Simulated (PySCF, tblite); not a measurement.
# C₁₃H₁₂IO+: electronic excitations, NMR shifts

Aim: compute the electronic excitations, NMR shifts of C₁₃H₁₂IO+ (`COc1cccc([I+]c2ccccc2)c1`).

Computed with tblite 0.8.0 and PySCF 2.14.0 and routines of our own; the level stands in each step. Atoms count from 0.

## 1. The system as given

27 atoms, charge 1, multiplicity 1; geometry from: force field, distance geometry or constructed start.

## 2. Relaxing the molecule with GFN2-xTB

The job: settings as JSON, then the geometry in Å.

```
{"job": {"kind": "relax", "xc": "GFN2-xTB", "basis": "xTB"}, "charge": 1, "multiplicity": 1}
C     -4.525900    -1.690300    -0.659700
O     -4.617100    -0.268900    -0.778100
C     -3.512100     0.594500    -0.663300
C     -3.743500     1.977500    -0.802300
C     -2.683400     2.877200    -0.688800
C     -1.389100     2.413600    -0.461300
C     -1.145700     1.044000    -0.340600
I      0.808000     0.348900     0.058200
C      2.757300    -0.351800     0.450700
C      3.805400     0.560200     0.593300
C      5.095000     0.099700     0.879100
C      5.329500    -1.271000     1.038900
C      4.274200    -2.178100     0.915100
C      2.990500    -1.720000     0.618000
C     -2.209200     0.139500    -0.428800
H     -3.870000    -2.096000    -1.444000
H     -4.145400    -1.967600     0.345900
H     -5.544900    -2.125700    -0.785100
H     -4.745100     2.343600    -0.974200
H     -2.863900     3.941200    -0.788000
H     -0.571300     3.122900    -0.372300
H      3.628400     1.623600     0.475300
H      5.915700     0.809700     0.992100
H      6.325100    -1.628900     1.262300
H      4.459100    -3.235700     1.037800
H      2.167800    -2.427000     0.529500
H     -2.001000    -0.919100    -0.318400
```

Launch:

```console
OMP_NUM_THREADS=1 python large_run.py task.json out
```

One launch serves the whole session: the jobs run in the order shown.

Output:

```text
step      E/eV     max force
  0   -1123.15508    3.864
  1   -1123.52687    1.554
  2   -1123.67150    0.585
  3   -1123.71501    0.458
  4   -1123.73140    0.353
  5   -1123.74503    0.253
  6   -1123.75770    0.269
  7   -1123.76809    0.224
  8   -1123.77888    0.245
  9   -1123.79292    0.381
 10   -1123.81321    0.582
 11   -1123.83921    0.733
 12   -1123.86988    0.739
 13   -1123.92124    0.634
 14   -1123.96466    0.568
 15   -1124.01460    0.466
 16   -1124.04443    0.356
 17   -1124.06609    0.328
 18   -1124.08356    0.258
 19   -1124.09810    0.275
 20   -1124.11154    0.304
 21   -1124.12509    0.292
 22   -1124.14018    0.268
 23   -1124.15496    0.214
 24   -1124.16809    0.247
 25   -1124.18170    0.321
 26   -1124.19915    0.401
 27   -1124.22067    0.398
 28   -1124.24211    0.309
 29   -1124.25849    0.304
 30   -1124.26993    0.224
 31   -1124.27993    0.209
 32   -1124.29072    0.209
 33   -1124.30254    0.269
 34   -1124.31533    0.252
 35   -1124.32629    0.216
 36   -1124.33367    0.191
 37   -1124.33936    0.208
 38   -1124.34609    0.253
 39   -1124.35556    0.314
 40   -1124.36697    0.304
 41   -1124.37817    0.361
 42   -1124.39007    0.340
 43   -1124.40563    0.371
 44   -1124.42748    0.504
 45   -1124.45519    0.476
 46   -1124.48728    0.376
 47   -1124.51918    0.321
 48   -1124.54894    0.443
 49   -1124.56665    0.452
 50   -1124.59658    0.353
 51   -1124.61950    0.252
 52   -1124.63543    0.300
 53   -1124.65212    0.348
 54   -1124.67656    0.295
 55   -1124.69613    0.211
 56   -1124.70723    0.271
 57   -1124.71163    0.275
 58   -1124.72210    0.216
 59   -1124.73139    0.157
 60   -1124.74300    0.187
 61   -1124.75373    0.175
 62   -1124.76133    0.147
 63   -1124.76646    0.111
 64   -1124.77074    0.116
 65   -1124.77467    0.119
 66   -1124.77773    0.138
 67   -1124.78106    0.122
 68   -1124.78452    0.105
 69   -1124.78757    0.096
 70   -1124.78956    0.088
 71   -1124.79132    0.079
 72   -1124.79302    0.086
 73   -1124.79507    0.085
 74   -1124.79738    0.114
 75   -1124.79980    0.131
 76   -1124.80191    0.105
 77   -1124.80366    0.076
 78   -1124.80519    0.074
 79   -1124.80753    0.090
 80   -1124.81068    0.116
 81   -1124.81406    0.120
 82   -1124.81702    0.103
 83   -1124.81961    0.104
 84   -1124.82104    0.151
 85   -1124.82347    0.073
 86   -1124.82527    0.061
 87   -1124.82675    0.060
 88   -1124.82812    0.059
 89   -1124.82949    0.068
 90   -1124.83066    0.052
 91   -1124.83114    0.040
 92   -1124.83148    0.059
 93   -1124.83190    0.046
 94   -1124.83239    0.042
 95   -1124.83281    0.048
 96   -1124.83317    0.049
 97   -1124.83369    0.043
 98   -1124.83427    0.048
 99   -1124.83485    0.050
100   -1124.83542    0.042
101   -1124.83607    0.046
102   -1124.83677    0.050
103   -1124.83737    0.043
104   -1124.83777    0.035
105   -1124.83801    0.029
106   -1124.83819    0.024
107   -1124.83830    0.023
108   -1124.83837    0.015
```

Wall time 3 s (1 thread of Arm Neoverse N1, shared host); peak memory 0.18 GiB.

Along the way:

```tsv
step	energy from step 0 (eV)	largest force (eV/Å)
0	0.0000	3.8642
1	-0.3718	1.5542
2	-0.5164	0.5842
3	-0.5599	0.4578
4	-0.5763	0.3526
5	-0.5900	0.2526
6	-0.6026	0.2684
7	-0.6130	0.2244
8	-0.6238	0.2450
16	-0.8893	0.3562
25	-1.0266	0.3212
34	-1.1602	0.2525
42	-1.2350	0.3393
51	-1.4644	0.2520
60	-1.5879	0.1866
69	-1.6325	0.0961
77	-1.6486	0.0760
86	-1.6702	0.0612
95	-1.6777	0.0480
104	-1.6827	0.0345
105	-1.6829	0.0291
106	-1.6831	0.0237
107	-1.6832	0.0221
108	-1.6833	0.0159
```

Close pairs (by a distance rule), those that changed most:

```tsv
bond	before (Å)	after (Å)	change (Å)
O1–C2	1.407	1.333	-0.074
C6–I7	2.112	2.173	+0.061
I7–C8	2.108	2.169	+0.061
C0–H17	1.115	1.088	-0.027
C3–C4	1.395	1.375	-0.020
C5–C6	1.396	1.377	-0.019
C0–H16	1.110	1.093	-0.017
C6–C14	1.399	1.382	-0.017
```

The final coordinates are the input of the step that follows.

## 3. Electronic excitations: TDA PBE0/def2-SVP

The job: settings as JSON, then the geometry in Å.

```
{"job": {"kind": "uv", "basis": "def2-SVP", "grid": 1, "kgrid": 0, "vcut": 1.5, "nstates": 6, "ntriplets": 2, "tda": true, "delta": ["ip_vertical"], "pop": true, "xc": "PBE0"}, "charge": 1, "multiplicity": 1}
C     -3.989450    -1.669096    -0.723107
O     -3.660670    -0.424596    -1.310173
C     -2.693896     0.328965    -0.785974
C     -2.459846     1.569122    -1.400553
C     -1.489095     2.421655    -0.928775
C     -0.714049     2.084382     0.177126
C     -0.952234     0.857292     0.754658
I      0.255275     0.285652     2.468493
C      2.022294    -0.220782     1.316654
C      2.891884     0.795409     0.969576
C      4.006411     0.465364     0.213601
C      4.233396    -0.849260    -0.161970
C      3.349127    -1.848013     0.213587
C      2.225414    -1.541818     0.966217
C     -1.914316    -0.033702     0.318476
H     -3.152916    -2.370652    -0.783220
H     -4.305111    -1.547017     0.316410
H     -4.820868    -2.054428    -1.309247
H     -3.073487     1.837323    -2.245453
H     -1.327366     3.372938    -1.410335
H      0.030379     2.763529     0.557637
H      2.721003     1.815161     1.276489
H      4.698221     1.242926    -0.070977
H      5.107027    -1.097831    -0.744025
H      3.528717    -2.873790    -0.069061
H      1.538381    -2.316683     1.267310
H     -2.066163    -0.976198     0.818000
```

Method: TDA PBE0/def2-SVP, vertical, gas phase, core orbitals frozen in the response, virtual orbitals cut by energy.

Output:

```text
start: PBE on a coarse grid of 102312 points
cycle   1  E = -865.9528247940  dE = -2.085e+01  |g| = 4.841e+00  |ddm| = 1.362e+01
cycle   2  E = -586.3356799870  dE =  2.796e+02  |g| = 1.880e+01  |ddm| = 9.599e+01
cycle   3  E = -860.2435605380  dE = -2.739e+02  |g| = 4.800e+00  |ddm| = 9.591e+01
cycle   4  E = -821.7863459268  dE =  3.846e+01  |g| = 9.794e+00  |ddm| = 5.135e+01
cycle   5  E = -865.9239654621  dE = -4.414e+01  |g| = 4.067e+00  |ddm| = 4.855e+01
cycle   6  E = -873.2016717896  dE = -7.278e+00  |g| = 1.514e+00  |ddm| = 6.481e+00
cycle   7  E = -871.5710941988  dE =  1.631e+00  |g| = 2.237e+00  |ddm| = 4.743e+00
cycle   8  E = -873.9649433961  dE = -2.394e+00  |g| = 5.958e-01  |ddm| = 3.282e+00
cycle   9  E = -873.9698162815  dE = -4.873e-03  |g| = 5.746e-01  |ddm| = 1.239e+00
cycle  10  E = -874.0554412606  dE = -8.562e-02  |g| = 1.487e-01  |ddm| = 7.244e-01
cycle  11  E = -874.0596709058  dE = -4.230e-03  |g| = 9.305e-02  |ddm| = 2.202e-01
cycle  12  E = -874.0621639318  dE = -2.493e-03  |g| = 3.746e-02  |ddm| = 1.632e-01
cycle  13  E = -874.0624477563  dE = -2.838e-04  |g| = 2.001e-02  |ddm| = 6.203e-02
cycle  14  E = -874.0625501671  dE = -1.024e-04  |g| = 6.844e-03  |ddm| = 2.781e-02
final grid: 102312 points
cycle  15  E = -874.1331814689  dE = -7.250e-03  |g| = 4.879e-02  |ddm| = 1.073e+00
cycle  16  E = -874.1323356144  dE =  8.459e-04  |g| = 7.798e-02  |ddm| = 1.522e-01
cycle  17  E = -874.1337507520  dE = -1.415e-03  |g| = 1.108e-02  |ddm| = 9.479e-02
cycle  18  E = -874.1337811923  dE = -3.044e-05  |g| = 4.441e-03  |ddm| = 1.613e-02
cycle  19  E = -874.1337846769  dE = -3.485e-06  |g| = 1.262e-03  |ddm| = 6.546e-03
cycle  20  E = -874.1337856373  dE = -9.603e-07  |g| = 3.790e-04  |ddm| = 1.973e-03
cycle  21  E = -874.1337847175  dE =  9.198e-07  |g| = 1.303e-04  |ddm| = 5.882e-04
cycle  22  E = -874.1337846959  dE =  2.158e-08  |g| = 3.360e-05  |ddm| = 2.345e-04
converged SCF energy = -874.1337846959
Vertical ionisation energy (delta-SCF) = 11.7797 eV   <S^2> = 0.773

Static polarisability (au): isotropic 168.292, principal 133.346 161.618 209.910

Singlet excitations
state   eV       nm        f      main configurations
  1   3.0337    408.7   0.00341   H->L 0.91, H->L+1 0.08
  2   3.7540    330.3   0.01354   H->L+1 0.88, H->L 0.08
  3   4.1097    301.7   0.00362   H-1->L 0.90
  4   4.1493    298.8   0.00041   H-2->L 0.88
  5   4.2828    289.5   0.02640   H-3->L 0.79, H-1->L+1 0.10
  6   4.8471    255.8   0.00796   H-2->L+1 0.61, H-1->L+1 0.25, H-2->L 0.08

Triplet excitations (Tamm-Dancoff, eV): 2.8928 3.3802
```

Run time: 1.8 min. Hardware: 1 thread of Arm Neoverse N1, shared host; peak memory 0.66 GiB.

The orbitals next to the gap, with their largest atomic shares:

```tsv
orbital	eV	atoms
HOMO−4	-12.69	O1 34 %, I7 22 %, C0 11 %
HOMO−3	-11.55	C11 27 %, C8 23 %, C10 11 %
HOMO−2	-11.38	C9 26 %, C12 24 %, C13 18 %
HOMO−1	-11.33	C4 22 %, C3 16 %, C14 16 %
HOMO	-10.16	O1 27 %, C5 20 %, C14 14 %
LUMO	-6.12	I7 50 %, C6 17 %, C8 16 %
LUMO+1	-5.51	I7 36 %, C8 20 %, C6 18 %
LUMO+2	-4.32	C8 16 %, C11 14 %, I7 12 %
LUMO+3	-4.14	C12 24 %, C10 24 %, C9 20 %
```

With each of the 6 states as a Gaussian band of 0.4 eV half-width at 1/e, the curve within the window shown has maxima at 294 nm (ε 1,400) L/(mol cm). Beyond the last state computed it falls off for lack of states. The curve at chosen wavelengths:

nm, ε (L/mol/cm) and a bar:
```
      241        194 ####
      252        397 #########
      262        613 #############
      273        943 #####################
      284       1260 ############################
      295       1362 ##############################
      305       1264 ############################
      316       1070 #######################
      327        871 ###################
      337        701 ###############
      348        528 ###########
      359        384 ########
      370        282 ######
      380        225 #####
      391        190 ####
      402        170 ###
      413        153 ###
      423        137 ###
      434        117 ##
      445         96 ##
      455         77 #
      466         58 #
      477         43 #
      488         30 
      498         22 
      509         15
```

Further results of this job:

```tsv
property	computed
polarisability (Å³)	24.94
HOMO–LUMO gap (eV)	4.05
−ε(HOMO) (eV)	10.16
```

## 4. NMR shifts: GIAO KT3/pcSseg-1 I:def2-SVP

The job, as its differences from that of step 3:

```diff
@@ -1,2 +1,2 @@
-{"job": {"kind": "uv", "basis": "def2-SVP", "grid": 1, "kgrid": 0, "vcut": 1.5, "nstates": 6, "ntriplets": 2, "tda": true, "delta": ["ip_vertical"], "pop": true, "xc": "PBE0"}, "charge": 1, "multiplicity": 1}
+{"job": {"kind": "nmr", "xc": "KT3", "basis": {"default": "pcSseg-1", "I": "def2-SVP"}, "pop": false}, "charge": 1, "multiplicity": 1}
 C     -3.989450    -1.669096    -0.723107
```

Method: GIAO KT3/pcSseg-1 I:def2-SVP NMR shielding, scalar relativity only through core potentials, gas phase.

Output:

```text
start: PBE on a coarse grid of 102312 points
cycle   1  E = -866.2550680511  dE = -2.070e+01  |g| = 4.876e+00  |ddm| = 1.238e+01
cycle   2  E = -589.7978886509  dE =  2.765e+02  |g| = 1.923e+01  |ddm| = 1.178e+02
cycle   3  E = -860.2970862230  dE = -2.705e+02  |g| = 4.945e+00  |ddm| = 1.177e+02
cycle   4  E = -826.7375650815  dE =  3.356e+01  |g| = 8.321e+00  |ddm| = 4.505e+01
cycle   5  E = -871.0666118741  dE = -4.433e+01  |g| = 2.996e+00  |ddm| = 4.303e+01
cycle   6  E = -871.3372363505  dE = -2.706e-01  |g| = 2.518e+00  |ddm| = 5.524e+00
cycle   7  E = -874.1376004229  dE = -2.800e+00  |g| = 9.688e-01  |ddm| = 4.364e+00
cycle   8  E = -874.0329737590  dE =  1.046e-01  |g| = 1.151e+00  |ddm| = 2.258e+00
cycle   9  E = -874.3993824126  dE = -3.664e-01  |g| = 2.199e-01  |ddm| = 1.348e+00
cycle  10  E = -874.4097167657  dE = -1.033e-02  |g| = 1.441e-01  |ddm| = 3.821e-01
cycle  11  E = -874.4146139318  dE = -4.897e-03  |g| = 5.406e-02  |ddm| = 1.770e-01
cycle  12  E = -874.4151846217  dE = -5.707e-04  |g| = 3.106e-02  |ddm| = 8.602e-02
cycle  13  E = -874.4154069645  dE = -2.223e-04  |g| = 1.447e-02  |ddm| = 4.419e-02
cycle  14  E = -874.4154612627  dE = -5.430e-05  |g| = 5.169e-03  |ddm| = 2.089e-02
final grid: 215057 points
cycle  15  E = -886.2268325349  dE = -3.450e-02  |g| = 1.567e-01  |ddm| = 9.179e-01
cycle  16  E = -886.2144712050  dE =  1.236e-02  |g| = 2.866e-01  |ddm| = 4.648e-01
cycle  17  E = -886.2297240497  dE = -1.525e-02  |g| = 6.755e-02  |ddm| = 3.384e-01
cycle  18  E = -886.2306449187  dE = -9.209e-04  |g| = 2.540e-02  |ddm| = 1.051e-01
cycle  19  E = -886.2308381624  dE = -1.932e-04  |g| = 5.427e-03  |ddm| = 3.363e-02
cycle  20  E = -886.2308458729  dE = -7.711e-06  |g| = 1.546e-03  |ddm| = 7.717e-03
cycle  21  E = -886.2308468786  dE = -1.006e-06  |g| = 7.441e-04  |ddm| = 2.542e-03
cycle  22  E = -886.2308443946  dE =  2.484e-06  |g| = 3.173e-04  |ddm| = 1.191e-03
cycle  23  E = -886.2308479116  dE = -3.517e-06  |g| = 6.942e-05  |ddm| = 3.760e-04
converged SCF energy = -886.2308479116

GIAO shielding tensors (ppm)
atom      isotropic    diamagn.    paramagn.     s11        s22        s33       span
  0 C      128.045     246.401    -118.356    100.230    106.639    177.266     77.035
  1 O      189.736     389.814    -200.078     78.354    224.399    266.455    188.101
  2 C       26.438     260.681    -234.244    -33.165      7.821    104.657    137.822
  3 C       64.238     252.767    -188.529    -16.310     45.223    163.802    180.112
  4 C       55.963     255.411    -199.448    -40.200     43.149    164.940    205.140
  5 C       66.325     253.477    -187.153    -11.584     65.313    145.246    156.830
  6 C       45.086     267.407    -222.320    -13.545     63.924     84.880     98.425
  7 I          nan         nan         nan        nan        nan        nan        nan
  8 C       42.463     264.993    -222.530    -14.961     66.091     76.258     91.219
  9 C       57.469     251.365    -193.896    -25.093     53.564    143.936    169.029
 10 C       53.650     252.526    -198.877    -41.000     40.800    161.149    202.149
 11 C       54.560     251.384    -196.824    -47.549     33.141    178.088    225.637
 12 C       54.440     252.847    -198.406    -38.743     40.985    161.079    199.823
 13 C       56.584     252.699    -196.115    -26.367     52.883    143.235    169.602
 14 C       76.831     259.456    -182.625     13.810     69.822    146.862    133.052
 15 H       27.917      32.817      -4.900     24.103     26.639     33.009      8.906
 16 H       27.934      27.728       0.207     24.308     26.368     33.127      8.819
 17 H       27.041      24.936       2.105     22.673     25.585     32.865     10.193
 18 H       24.283      30.037      -5.754     20.306     25.177     27.365      7.059
 19 H       24.018      30.636      -6.618     20.222     24.802     27.030      6.808
 20 H       24.684      34.581      -9.897     19.583     23.793     30.676     11.093
 21 H       24.117      33.087      -8.970     19.168     22.588     30.594     11.426
 22 H       23.829      28.710      -4.881     20.146     24.151     27.191      7.045
 23 H       23.804      27.506      -3.703     20.477     24.900     26.034      5.558
 24 H       23.910      29.809      -5.900     20.157     24.391     27.181      7.023
 25 H       24.124      34.133     -10.009     19.034     22.833     30.505     11.471
 26 H       25.130      37.478     -12.347     18.952     23.182     33.258     14.306
```

Wall time 65 s (1 thread of Arm Neoverse N1, shared host); peak memory 0.63 GiB.

The references, computed at this level on geometries of the same kind, shield at (ppm): ¹H TMS 31.76, ¹³C TMS 184.7, ¹⁷O H2O 330.8. Their shielding less the atom's gives the shift. The references are single molecules in the gas phase, so shifts against H2O, NH3, PH3, H3PO4 or CFCl3 are not on the usual liquid scales and can be off by tens of ppm. Atoms listed in one row are averaged.

```tsv
atoms	environment	σ (ppm)	δ (ppm)
C2	aromatic carbon bearing oxygen	26.4	158.3
C8	substituted aromatic carbon	42.5	142.3
C6	substituted aromatic carbon	45.1	139.6
C10, C12	aromatic CH	54.0	130.7
C11	aromatic CH	54.6	130.2
C4	aromatic CH	56.0	128.8
C9, C13	aromatic CH	57.0	127.7
C3	aromatic CH	64.2	120.5
C5	aromatic CH	66.3	118.4
C14	aromatic CH	76.8	107.9
C0	methyl carbon bonded to O	128.0	56.7
H23	hydrogen on an aromatic CH	23.80	7.96
H22, H24	hydrogen on an aromatic CH	23.87	7.89
H19	hydrogen on an aromatic CH	24.02	7.74
H21, H25	hydrogen on an aromatic CH	24.12	7.64
H18	hydrogen on an aromatic CH	24.28	7.48
H20	hydrogen on an aromatic CH	24.68	7.08
H26	hydrogen on an aromatic CH	25.13	6.63
H15, H16, H17	hydrogen on a methyl carbon bonded to O	27.63	4.13
O1	ether oxygen	189.7	141.1
```

Atoms past Kr carry core potentials, so their printed shieldings have no meaning and are left out of the table.

Ring of atoms C2, C3, C4, C5, C6, C14: NICS(0) -10.5, NICS(1) -10.5, NICS(1)zz -24.2 ppm (means of both faces).

Ring of atoms C8, C9, C10, C11, C12, C13: NICS(0) -10.0, NICS(1) -11.1, NICS(1)zz -27.1 ppm (means of both faces).

## 5. What came out

| quantity | value |
| --- | --- |
| lowest singlet (PBE0/def2-SVP) | 3.03 eV (409 nm), f = 0.003 |
| brightest single state of those computed | state 5, 4.28 eV, f = 0.026 |
| lowest triplet | 2.89 eV |
| vertical ionisation energy (ΔSCF) | 11.78 eV |
| ¹³C shifts against TMS (KT3/def2-SVP+pcSseg-1, means over atoms taken as alike) | 158.3, 142.3, 139.6, 130.7, 130.2, 128.8, 127.7, 120.5, 118.4, 107.9, 56.7 ppm |
| ¹H shifts against TMS (KT3/def2-SVP+pcSseg-1, means over atoms taken as alike) | 7.96, 7.89, 7.74, 7.64, 7.48, 7.08, 6.63, 4.13 ppm |
| ¹⁷O shifts against H2O (KT3/def2-SVP+pcSseg-1) | 141.1 ppm |

The lowest singlet, at 3.03 eV, is HOMO→LUMO 0.91, HOMO→LUMO+1 0.08 and is weak; of the 6 states computed, the strongest absorption comes from state 5 at 4.28 eV. The lowest triplet lies 0.14 eV below the lowest singlet. Spin-orbit coupling, left out, mixes singlets and triplets in elements this heavy. The orbital energy would give 10.16 eV for ionisation, ΔSCF gives 11.78 eV. C6, C8 stand next to heavy halogen, whose spin-orbit shielding this run leaves out, so the computed shift lies too far downfield, most of all for carbon beside Br or I. At KT3/def2-SVP+pcSseg-1: The largest span, 226 ppm, is at C11, where the paramagnetic term is -197 ppm. NICS(1)zz of -24 ppm above the planar ring from C2 marks a diatropic (aromatic) ring current. NICS(1)zz of -27 ppm above the planar ring from C8 marks a diatropic (aromatic) ring current.
